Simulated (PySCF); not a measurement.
# SnHMe2(OEt): geometry, NMR shifts and electronic excitations

What NMR shifts and electronic excitations should SnHMe2(OEt) (`[H][Sn]([CH3])([CH3])[O]CC`) show?

Computed with PySCF 2.14.0, with density-fitted response routines of our own, on a single molecule in the gas phase. Atoms count from 0, in the outputs and in this text.

## Step 1: Starting geometry

18 atoms, charge 0, multiplicity 1; geometry from: GFN2-xTB. The atoms were then displaced at random by about 0.03 Å, so the start is not that level's minimum.

Bonds of the start (Å): Sn0–H1 1.71, Sn0–C2 2.08, Sn0–C6 2.24, Sn0–O10 2.00, C2–H3 1.21, C2–H4 1.09, C2–H5 1.10, C6–H7 1.09, C6–H8 1.08, C6–H9 1.13, O10–C11 1.39, C11–C12 1.59, C11–H13 1.03, C11–H14 1.09, C12–H15 1.10, C12–H16 1.00, C12–H17 1.06.

## Step 2: Relaxing the molecule at PBE0-D3(BJ)/def2-SVP

What the job is given:

```
{"job": {"xc": "PBE0", "basis": "def2-SVP", "d3": "d3bj", "grid": 1, "maxiter": 40, "shake": 0.03, "kind": "geom"}, "charge": 0, "multiplicity": 1}
Sn     0.535710     1.142100     0.504460
H      0.692850     1.483570     2.169400
C      2.292140     0.635820    -0.494820
H      3.173750     1.456310    -0.425110
H      2.136070     0.397310    -1.541960
H      2.760480    -0.223670    -0.000680
C     -0.693090     2.717630    -0.505310
H     -0.937720     2.362700    -1.503800
H     -0.169140     3.662810    -0.549510
H     -1.638640     2.905530     0.083420
O     -0.795490    -0.340570     0.314190
C     -0.570700    -1.640280     0.755790
C     -1.488730    -2.545820    -0.175110
H      0.417350    -1.935140     0.723400
H     -0.936620    -1.761980     1.777570
H     -1.328940    -3.554800     0.240940
H     -2.438740    -2.232400    -0.143990
H     -1.066870    -2.512190    -1.151160
```

Command:

```console
> OMP_NUM_THREADS=1 python probes_run.py task.json out
```

The driver reads the jobs from task.json and runs them one after another.

The log of the run:

```text
step   0  E = -448.69222994  max force = 0.113200
step   1  E = -448.72179921  max force = 0.014221
step   2  E = -448.72357811  max force = 0.004971
step   3  E = -448.72392172  max force = 0.001883
step   4  E = -448.72401295  max force = 0.000853
step   5  E = -448.72411210  max force = 0.001669
step   6  E = -448.72421953  max force = 0.001774
step   7  E = -448.72430390  max force = 0.001502
step   8  E = -448.72435516  max force = 0.000853
step   9  E = -448.72439676  max force = 0.000814
step  10  E = -448.72440877  max force = 0.000623
step  11  E = -448.72441674  max force = 0.000166
optimisation converged
```

Run time: 6.4 min. Hardware: 1 thread of Intel Xeon at 2.50GHz, shared host; peak memory 0.62 GiB.

The steps of the relaxation:

```
step  energy from step 0 (eV)  largest force component (eV/Å)
   0                   0.0000                          5.8210
   1                  -0.8046                          0.7313
   2                  -0.8530                          0.2556
   3                  -0.8624                          0.0968
   4                  -0.8649                          0.0439
   5                  -0.8676                          0.0858
   6                  -0.8705                          0.0912
   7                  -0.8728                          0.0772
   8                  -0.8742                          0.0439
   9                  -0.8753                          0.0419
  10                  -0.8756                          0.0320
  11                  -0.8758                          0.0085
```

Distances of close pairs at the start and the end, largest changes first:

```
   bond  before (Å)  after (Å)  change (Å)
  C2–H3       1.206      1.100      -0.107
 Sn0–C6       2.239      2.136      -0.102
C12–H16       1.001      1.101      +0.100
C11–H13       1.032      1.112      +0.081
C11–C12       1.590      1.514      -0.077
 Sn0–C2       2.083      2.148      +0.065
C12–H17       1.064      1.101      +0.037
  C6–H9       1.130      1.099      -0.031
```

The end geometry stands in the next job.

```
                         at the end point                value
  point group (found at 0.08 Å tolerance)                   C1
rotational constants (GHz, main isotopes)  3.494, 1.114, 0.950
                        dipole moment (D)                 1.95
```

## Step 3: Shielding tensors: PBE0/def2-TZVP+pcSseg-1

What the job is given:

```
{"job": {"kind": "nmr", "xc": "PBE0", "basis": {"default": "pcSseg-1", "Sn": "def2-TZVP"}}, "charge": 0, "multiplicity": 1}
Sn     0.419675     1.153957     0.451536
H      0.481385     1.315031     2.167519
C      2.342513     0.683371    -0.382019
H      3.051798     1.498012    -0.175213
H      2.248514     0.559002    -1.470049
H      2.735206    -0.246481     0.052532
C     -0.550180     2.786888    -0.526669
H     -0.659654     2.550980    -1.594387
H      0.036313     3.710368    -0.419879
H     -1.547271     2.940478    -0.091778
O     -0.806891    -0.376082     0.056343
C     -0.522208    -1.668690     0.503349
C     -1.611453    -2.610328     0.035695
H      0.457535    -2.031479     0.121484
H     -0.452010    -1.714265     1.612248
H     -1.420664    -3.641501     0.372265
H     -2.587533    -2.287056     0.428015
H     -1.671404    -2.605275    -1.063273
```

Level: GIAO PBE0/pcSseg-1 Sn:def2-TZVP NMR shielding, scalar relativity only through core potentials, gas phase.

The log of the run:

```text
coarse grid: 63592 points
cycle   1  E = -447.3004869889  dE = -3.525e+01  |g| = 2.776e+00  |ddm| = 3.126e+01
cycle   2  E = -445.5716006708  dE =  1.729e+00  |g| = 4.551e+00  |ddm| = 1.009e+01
cycle   3  E = -448.8119534122  dE = -3.240e+00  |g| = 5.673e-01  |ddm| = 6.900e+00
cycle   4  E = -448.7774427446  dE =  3.451e-02  |g| = 7.134e-01  |ddm| = 1.020e+00
cycle   5  E = -448.8727224464  dE = -9.528e-02  |g| = 4.139e-02  |ddm| = 6.204e-01
cycle   6  E = -448.8730568169  dE = -3.344e-04  |g| = 1.886e-02  |ddm| = 5.204e-02
cycle   7  E = -448.8731420786  dE = -8.526e-05  |g| = 3.925e-03  |ddm| = 1.651e-02
cycle   8  E = -448.8731457210  dE = -3.642e-06  |g| = 7.579e-04  |ddm| = 4.654e-03
final grid: 134552 points
cycle   9  E = -448.8731794890  dE =  9.006e-09  |g| = 9.462e-04  |ddm| = 2.097e-03
cycle  10  E = -448.8731793008  dE =  1.882e-07  |g| = 1.282e-03  |ddm| = 1.824e-03
cycle  11  E = -448.8731797048  dE = -4.040e-07  |g| = 1.573e-04  |ddm| = 1.105e-03
cycle  12  E = -448.8731797090  dE = -4.230e-09  |g| = 2.203e-05  |ddm| = 1.163e-04
cycle  13  E = -448.8731797091  dE = -9.084e-11  |g| = 4.542e-06  |ddm| = 2.162e-05
converged SCF energy = -448.8731797091

GIAO shielding tensors (ppm)
atom      isotropic    diamagn.    paramagn.     s11        s22        s33       span
  0 Sn         nan         nan         nan        nan        nan        nan        nan
  1 H       25.716      29.729      -4.014     18.496     19.630     39.021     20.525
  2 C      191.335     252.687     -61.352    183.166    193.112    197.727     14.561
  3 H       31.235      27.997       3.237     25.684     27.861     40.158     14.474
  4 H       31.018      31.459      -0.441     25.671     28.194     39.188     13.517
  5 H       30.526      31.255      -0.729     24.547     28.341     38.691     14.144
  6 C      190.588     252.484     -61.895    181.440    194.619    195.706     14.266
  7 H       30.823      31.486      -0.663     25.250     28.374     38.844     13.594
  8 H       31.268      27.679       3.589     25.568     27.954     40.283     14.714
  9 H       30.711      29.958       0.753     24.898     27.836     39.400     14.502
 10 O      295.197     401.920    -106.723    268.903    279.705    336.982     68.079
 11 C      120.222     243.882    -123.660     91.594    102.992    166.079     74.485
 12 C      162.238     246.588     -84.349    143.213    159.297    184.204     40.992
 13 H       27.506      32.541      -5.035     20.863     28.670     32.984     12.121
 14 H       27.547      31.124      -3.577     21.710     27.582     33.348     11.639
 15 H       30.364      27.298       3.065     26.408     27.288     37.396     10.988
 16 H       29.880      29.043       0.837     26.110     28.389     35.141      9.030
 17 H       29.916      29.799       0.117     26.137     28.626     34.985      8.848
```

It took 1.7 min on 1 thread of Intel Xeon at 2.50GHz, shared host; peak memory 1.1 GiB.

Shifts follow as δ = σ(reference) − σ, with reference shieldings (ppm) from runs at the same level and on the same kind of geometry: ¹H TMS 31.27, ¹³C TMS 184.4, ¹⁷O H2O 334.6. The references are single molecules in the gas phase, so shifts against H2O, NH3, PH3, H3PO4 or CFCl3 are not on the usual liquid scales and can be off by tens of ppm. Atoms listed in one row are averaged.

```
                 atoms                          environment  σ (ppm)  δ (ppm)
                   C11           carbon bonded to C, O, 2 H    120.2     64.2
                   C12              carbon bonded to C, 3 H    162.2     22.2
                C2, C6             carbon bonded to Sn, 3 H    191.0     -6.6
                    H1    hydrogen on a Sn bonded to 2 C, O    25.72     5.55
              H13, H14  hydrogen on a carbon bonded to C, O    27.53     3.74
         H15, H16, H17     hydrogen on a carbon bonded to C    30.05     1.21
H3, H4, H5, H7, H8, H9    hydrogen on a carbon bonded to Sn    30.93     0.34
                   O10               oxygen bonded to C, Sn    295.2     39.4
```

Atoms past Kr carry core potentials, so their printed shieldings have no meaning and are left out of the table.

Charges from the same density, by scheme (e):

```
 atoms  Mulliken  ESP fit
   Sn0      0.67     0.94
C2, C6     -0.53    -0.74
   O10     -0.68    -0.57
   C11      0.02     0.39
   C12     -0.28    -0.40
```

Mayer bond orders: Sn0–C2 1.01, Sn0–C6 1.04, Sn0–O10 0.84, O10–C11 0.93, C11–C12 1.07.

With diffuse functions Mulliken charges and Mayer bond orders lose their meaning; the other schemes are steadier.

Orbitals, density, ELF and potential are computed afterwards from the orbital file.

Frontier orbitals at PBE0/def2-TZVP+pcSseg-1, with the share of their density that lies nearest to each atom:

```
orbital  energy (eV)                             lies on
   HOMO        -7.05  O10 62 %; H13, H14 about 10 % each
   LUMO         0.42         H1 22 %; Sn0 21 %; O10 13 %
```

ELF in a plane through or near 12 of the atoms.

Values, 10 rows by 14 columns:
```
0.00 0.00 0.00 0.00 0.00 0.00 0.00 0.00 0.00 0.00 0.00 0.00 0.00 0.00
0.00 0.00 0.00 0.00 0.01 0.02 0.00 0.00 0.00 0.00 0.00 0.00 0.00 0.00
0.00 0.00 0.00 0.07 0.94 0.99 0.08 0.00 0.00 0.00 0.05 0.00 0.00 0.00
0.00 0.00 0.42 0.97 0.41 0.78 0.04 0.28 0.33 0.22 1.00 0.80 0.00 0.00
0.00 0.00 0.33 0.96 0.68 0.54 0.15 0.67 0.78 0.43 0.66 0.44 0.06 0.00
0.00 0.00 0.00 0.01 0.17 0.25 0.33 0.62 0.59 0.58 0.75 1.00 0.81 0.00
0.00 0.00 0.00 0.18 0.70 0.69 0.64 0.01 0.98 0.98 0.01 0.47 0.02 0.00
0.00 0.00 0.00 0.92 1.00 0.65 1.00 0.16 0.19 0.48 0.00 0.00 0.00 0.00
0.00 0.00 0.00 0.01 0.13 0.13 0.91 0.05 0.00 0.00 0.00 0.00 0.00 0.00
0.00 0.00 0.00 0.00 0.00 0.00 0.00 0.00 0.00 0.00 0.00 0.00 0.00 0.00
```
The map spans 13.0 Å across and 10.4 Å up, centred on the molecule. Atoms in the plane (x, y in Å): C2 (-1.6, -1.9), H3 (-2.6, -2.2), H5 (-0.9, -2.6), C6 (-2.4, 1.6), H8 (-3.4, 1.4), H9 (-2.1, 2.6), O10 (0.7, 0.6), C11 (1.8, -0.2), C12 (3.0, 0.4), H13 (1.7, -1.2), H15 (3.9, -0.2), H16 (3.2, 1.5).

On the surface of density 0.002 e/bohr³ the electrostatic potential runs, from the 1st to the 99th percentile, from -1.70 V near O10 to 1.35 V near H1.

## Step 4: Ultraviolet spectrum: CAM-B3LYP/def2-SVPD

Settings changed since step 3:

```diff
@@ -1,2 +1,2 @@
-{"job": {"kind": "nmr", "xc": "PBE0", "basis": {"default": "pcSseg-1", "Sn": "def2-TZVP"}}, "charge": 0, "multiplicity": 1}
+{"job": {"kind": "uv", "xc": "CAM-B3LYP", "basis": "def2-SVPD", "ip": false, "nstates": 10}, "charge": 0, "multiplicity": 1}
 Sn     0.419675     1.153957     0.451536
```

Level: TDDFT CAM-B3LYP/def2-SVPD, vertical, gas phase, core orbitals frozen in the response.

The log of the run:

```text
coarse grid: 63592 points
cycle   1  E = -447.0299870562  dE = -2.171e+01  |g| = 2.828e+00  |ddm| = 1.541e+01
cycle   2  E = -445.2575986811  dE =  1.772e+00  |g| = 4.187e+00  |ddm| = 4.636e+01
cycle   3  E = -448.7568872872  dE = -3.499e+00  |g| = 7.224e-01  |ddm| = 4.408e+01
cycle   4  E = -448.7749132252  dE = -1.803e-02  |g| = 6.707e-01  |ddm| = 1.507e+00
cycle   5  E = -448.8611670481  dE = -8.625e-02  |g| = 3.440e-02  |ddm| = 8.126e-01
cycle   6  E = -448.8614427732  dE = -2.757e-04  |g| = 1.940e-02  |ddm| = 9.295e-02
cycle   7  E = -448.8615431065  dE = -1.003e-04  |g| = 2.870e-03  |ddm| = 3.294e-02
cycle   8  E = -448.8615461481  dE = -3.042e-06  |g| = 9.471e-04  |ddm| = 8.887e-03
final grid: 134552 points
cycle   9  E = -448.8615521099  dE = -1.655e-07  |g| = 8.982e-04  |ddm| = 4.989e-03
cycle  10  E = -448.8615520673  dE =  4.264e-08  |g| = 1.064e-03  |ddm| = 2.494e-03
cycle  11  E = -448.8615523044  dE = -2.372e-07  |g| = 1.294e-04  |ddm| = 1.148e-03
cycle  12  E = -448.8615523082  dE = -3.754e-09  |g| = 3.379e-05  |ddm| = 1.977e-04
cycle  13  E = -448.8615523086  dE = -4.221e-10  |g| = 1.042e-05  |ddm| = 8.335e-05
converged SCF energy = -448.8615523086

Static polarisability (au): isotropic 95.354, principal 85.634 95.867 104.561

Singlet excitations
state   eV       nm        f      main configurations
  1   6.2358    198.8   0.00552   H->L+1 0.72, H->L+3 0.10
  2   6.9350    178.8   0.01473   H->L 0.76
  3   7.0930    174.8   0.10660   H-1->L+1 0.66
  4   7.1490    173.4   0.01952   H->L+2 0.50, H->L+1 0.16, H->L+3 0.13
  5   7.1827    172.6   0.07186   H->L+3 0.62, H->L+2 0.22
  6   7.4413    166.6   0.06071   H-1->L 0.41, H-2->L 0.30, H-2->L+1 0.11
  7   7.7355    160.3   0.02130   H-2->L+1 0.36, H-1->L+2 0.15, H->L+4 0.15
  8   7.8116    158.7   0.09570   H-1->L+2 0.54, H-2->L+2 0.10, H-2->L 0.09
  9   7.8557    157.8   0.02321   H-1->L+3 0.28, H-3->L+1 0.15, H-2->L+1 0.11
 10   7.8746    157.4   0.03906   H-2->L 0.38, H-1->L 0.17, H->L+4 0.10

Triplet excitations (Tamm-Dancoff, eV): 5.8008 6.3995 6.5820 6.7946
```

Run time: 2.9 min. Hardware: 1 thread of Intel Xeon at 2.50GHz, shared host; peak memory 1.2 GiB.

The orbitals next to the gap, with their largest atomic shares:

```
orbital      eV                        atoms
 HOMO−3  -10.04   Sn0 26 %, H1 24 %, C2 16 %
 HOMO−2   -9.69   C6 33 %, Sn0 19 %, C2 13 %
 HOMO−1   -9.14  O10 51 %, C11 11 %, C12 9 %
   HOMO   -8.54  O10 57 %, C11 14 %, H13 6 %
   LUMO    0.82   Sn0 41 %, C2 11 %, C6 10 %
 LUMO+1    1.21  Sn0 33 %, H1 11 %, C11 10 %
 LUMO+2    1.37   Sn0 26 %, C6 12 %, C2 11 %
```

With each of the 10 states as a Gaussian band of 0.4 eV half-width at 1/e, the curve within the window shown has maxima at 172 nm (ε 11,000) L/(mol cm). Beyond the last state computed it falls off for lack of states. The curve at chosen wavelengths:

nm, ε (L/mol/cm) and a bar:
```
      152       3453 ##########
      155       6086 #################
      157       7623 ######################
      160       9005 ##########################
      163       9473 ###########################
      166       9791 ############################
      168      10116 #############################
      171      10506 ##############################
      174      10189 #############################
      176       9401 ###########################
      179       7510 #####################
      182       5291 ###############
      185       3323 #########
      187       2311 #######
      190       1278 ####
      193        713 ##
      196        441 #
      198        347 #
      201        266 #
      204        212 #
      206        179 
      209        133 
      212         92 
      215         60 
      217         43 
      220         25
```

Leading natural transition orbitals of singlet state 3: the hole lies on O10 57 %; C2, C11, C12 about 6 % each; the particle on Sn0 19 %; O10 18 %; H1 14 %.

Leading natural transition orbitals of singlet state 1: the hole lies on O10 67 %; H13, H14 about 8 % each; the particle on Sn0 24 %; O10 19 %; H1 17 %.

Ground-state properties from the same run:

```
           property  computed
  dipole moment (D)      1.93
polarisability (Å³)     14.13
 HOMO–LUMO gap (eV)      9.36
      −ε(HOMO) (eV)      8.54
```

## Step 5: Shielding tensors: KT2/def2-TZVP+pcSseg-1

Settings changed since step 4:

```diff
@@ -1,2 +1,2 @@
-{"job": {"kind": "uv", "xc": "CAM-B3LYP", "basis": "def2-SVPD", "ip": false, "nstates": 10}, "charge": 0, "multiplicity": 1}
+{"job": {"kind": "nmr", "xc": "KT2", "basis": {"default": "pcSseg-1", "Sn": "def2-TZVP"}, "pop": false}, "charge": 0, "multiplicity": 1}
 Sn     0.419675     1.153957     0.451536
```

Level: GIAO KT2/pcSseg-1 Sn:def2-TZVP NMR shielding, scalar relativity only through core potentials, gas phase.

The log of the run:

```text
coarse grid: 63592 points
cycle   1  E = -452.1238225976  dE = -3.457e+01  |g| = 3.124e+00  |ddm| = 3.052e+01
cycle   2  E = -401.0064102106  dE =  5.112e+01  |g| = 1.162e+01  |ddm| = 3.209e+01
cycle   3  E = -454.1246715705  dE = -5.312e+01  |g| = 6.548e-01  |ddm| = 3.093e+01
cycle   4  E = -454.0371311147  dE =  8.754e-02  |g| = 9.407e-01  |ddm| = 1.532e+00
cycle   5  E = -454.2354022211  dE = -1.983e-01  |g| = 1.632e-01  |ddm| = 8.583e-01
cycle   6  E = -454.2396117960  dE = -4.210e-03  |g| = 8.676e-02  |ddm| = 2.095e-01
cycle   7  E = -454.2411751248  dE = -1.563e-03  |g| = 1.535e-02  |ddm| = 8.278e-02
cycle   8  E = -454.2412257147  dE = -5.059e-05  |g| = 6.560e-03  |ddm| = 2.033e-02
cycle   9  E = -454.2412357510  dE = -1.004e-05  |g| = 2.174e-03  |ddm| = 7.779e-03
cycle  10  E = -454.2412370054  dE = -1.254e-06  |g| = 6.540e-04  |ddm| = 2.913e-03
final grid: 134552 points
cycle  11  E = -454.2412513343  dE =  9.157e-08  |g| = 1.082e-03  |ddm| = 2.399e-03
cycle  12  E = -454.2412505933  dE =  7.410e-07  |g| = 1.996e-03  |ddm| = 2.969e-03
cycle  13  E = -454.2412516191  dE = -1.026e-06  |g| = 3.065e-04  |ddm| = 2.057e-03
cycle  14  E = -454.2412516374  dE = -1.829e-08  |g| = 6.987e-05  |ddm| = 2.819e-04
cycle  15  E = -454.2412516384  dE = -1.039e-09  |g| = 7.912e-06  |ddm| = 6.692e-05
cycle  16  E = -454.2412516384  dE = -8.185e-12  |g| = 3.480e-06  |ddm| = 1.047e-05
converged SCF energy = -454.2412516384

GIAO shielding tensors (ppm)
atom      isotropic    diamagn.    paramagn.     s11        s22        s33       span
  0 Sn         nan         nan         nan        nan        nan        nan        nan
  1 H       25.371      29.790      -4.419     18.321     19.383     38.408     20.086
  2 C      188.594     254.655     -66.061    179.235    190.754    195.794     16.559
  3 H       31.091      27.825       3.266     25.770     27.855     39.648     13.878
  4 H       30.924      31.968      -1.044     25.842     28.182     38.749     12.908
  5 H       30.331      31.742      -1.411     24.515     28.282     38.197     13.682
  6 C      187.878     254.341     -66.463    177.563    191.599    194.472     16.909
  7 H       30.704      32.046      -1.342     25.374     28.341     38.397     13.023
  8 H       31.119      27.531       3.588     25.634     27.942     39.780     14.146
  9 H       30.576      30.242       0.334     24.981     27.797     38.949     13.968
 10 O      269.849     402.167    -132.318    238.294    253.014    318.239     79.945
 11 C      116.719     245.759    -129.040     87.042     99.419    163.697     76.655
 12 C      160.844     248.004     -87.161    141.560    157.479    183.491     41.931
 13 H       27.109      32.860      -5.750     20.524     28.177     32.627     12.103
 14 H       27.177      31.173      -3.995     21.416     27.178     32.937     11.521
 15 H       30.177      27.179       2.998     26.384     27.231     36.916     10.532
 16 H       29.846      29.305       0.542     26.334     28.331     34.874      8.541
 17 H       29.880      30.227      -0.347     26.355     28.564     34.721      8.366
```

It took 2 min on 1 thread of Intel Xeon at 2.50GHz, shared host; peak memory 1.1 GiB.

This run: δ C11 66.5, C12 22.4, C2 -5.0, O10 60.8, H1 5.81, H13 4.04 ppm (means over like atoms).

## Step 6: Comparing the runs: NMR shifts

Shifts (ppm) of some atoms, chosen among heavy atoms and hydrogens apart, means over like atoms, with basis size and wall time:

```
                    run   C11   C12    C2    H1   H13    H3   O10  functions     time
PBE0/def2-TZVP+pcSseg-1  64.2  22.2  -6.6  5.55  3.74  0.34  39.4        195  1.7 min
 KT2/def2-TZVP+pcSseg-1  66.5  22.4  -5.0  5.81  4.04  0.39  60.8        195    2 min
```

## Step 7: What came out

| quantity | value |
| --- | --- |
| point group | C1 |
| rotational constants (main isotopes) | 3.49, 1.11, 0.95 GHz |
| ¹³C shifts against TMS (PBE0/def2-TZVP+pcSseg-1, means over atoms taken as alike) | 64.2, 22.2, -6.6 ppm |
| ¹H shifts against TMS (PBE0/def2-TZVP+pcSseg-1, means over atoms taken as alike) | 5.55, 3.74, 1.21, 0.34 ppm |
| ¹⁷O shifts against H2O (PBE0/def2-TZVP+pcSseg-1) | 39.4 ppm |
| surface potential, 1st and 99th percentile | -1.70 V and 1.35 V |
| lowest singlet (CAM-B3LYP/def2-SVPD) | 6.24 eV (199 nm), f = 0.006 |
| brightest single state of those computed | state 3, 7.09 eV, f = 0.107 |
| lowest triplet | 5.80 eV |
| range of the shift of O10 | 39.4 to 60.8 ppm |

**Reading.** The start was shaken at random, so part of the energy gained undoes that. Over 11 steps the energy fell by 0.876 eV; of the close pairs, C2–H3 changed most, 1.206 to 1.100 Å. At PBE0/def2-TZVP+pcSseg-1: The widest tensor belongs to C11: span 74 ppm, with a paramagnetic part of -124 ppm. The first singlet state (HOMO→LUMO+1 0.72, HOMO→LUMO+3 0.10) lies at 6.24 eV and is weak; of the 10 states computed, the strongest absorption comes from state 3 at 7.09 eV. The lowest triplet lies 0.44 eV below the lowest singlet (triplets in Tamm-Dancoff, singlets in full TDDFT). Spin-orbit coupling, left out, mixes singlets and triplets in elements this heavy. Across the 2 runs the shift of O10 moves most, between 39.4 (PBE0/def2-TZVP+pcSseg-1) and 60.8 ppm (KT2/def2-TZVP+pcSseg-1). Spin-orbit coupling is left out, which matters for shieldings and couplings at and beside the heavy atoms.
